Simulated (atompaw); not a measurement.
# Cu: the cost of one run

The numbers are computed with atompaw 4.2.0.5 (PBE, scalar-relativistic, spin-unpolarised reference atom).

## (1) Settings

The settings as typed:

```
element                 : copper (Cu, Z = 29)
type                    : PAW
frozen core             : [Ar]
valence charge          : 11
reference configuration : 3d10 4s1 4p0
partial waves           : 4s (bound): rc 1.75 bohr; 4s channel at 0.1 Ry: rc 3.00 bohr; 4p (bound, empty): rc 3.00 bohr; 4p channel at 0.45 Ry: rc 3.00 bohr; 3d (bound): rc 0.85 bohr; 3d channel at 0.25 Ry: rc 0.85 bohr
local potential         : troulliermartins scheme with l = 3 at 0.5 Ry, radius 2.45 bohr
core correction         : smooth core density matched at 2.55 bohr
augmentation charge     : gaussian compensation charge, radius 2.25 bohr; PAW radius 3.00 bohr; waves and projectors: custom polynom vanderbiltortho
```

The outer shells as boxes (Hund's rule for the drawing; the calculation is spin-unpolarised):

```
[Ar] core
3d [↑↓][↑↓][↑↓][↑↓][↑↓]
4s [↑ ]
4p [  ][  ][  ]
```

The nodes and maxima of the atom's own shells, from an earlier all-electron run, set the scale for the radii.

All-electron outer shells of the reference configuration (PBE, scalar-relativistic, ld1.x):

```json
{"shell": "3s", "level (eV)": "-114.70", "outermost node (bohr)": "0.29", "outermost maximum (bohr)": "0.61"}
{"shell": "3p", "level (eV)": "-72.14", "outermost node (bohr)": "0.26", "outermost maximum (bohr)": "0.62"}
{"shell": "3d", "level (eV)": "-5.04", "outermost node (bohr)": "–", "outermost maximum (bohr)": "0.60"}
{"shell": "4s", "level (eV)": "-4.61", "outermost node (bohr)": "0.89", "outermost maximum (bohr)": "2.27"}
{"shell": "4p", "level (eV)": "-0.70", "outermost node (bohr)": "0.97", "outermost maximum (bohr)": "3.65"}
```

## (2) Generation

Input file Cu.input:

```
Cu 29
GGA-PBE scalarrelativistic loggrid 1500 logderivrange -2 5 176
4 4 3 0 0 0
4 0 1
4 1 0
0 0 0
c
c
c
v
c
c
v
v
2
3.00 2.25 2.45 2.55
y
0.1
n
y
0.45
n
y
0.25
n
custom polynom vanderbiltortho gaussian
3 0.5 troulliermartins
1.75
3.00
3.00
3.00
0.85
0.85
PWSCFOUT
UPFDX 0.0125d0 UPFXMIN -7.d0 UPFZMESH 29.d0
END
```

The run is started by

```
$ atompaw < Cu.input > Cu.log
```

**Question.** How long does this run take on 1 thread of Intel Xeon 6975P-C, shared host?

About 4.9 s.
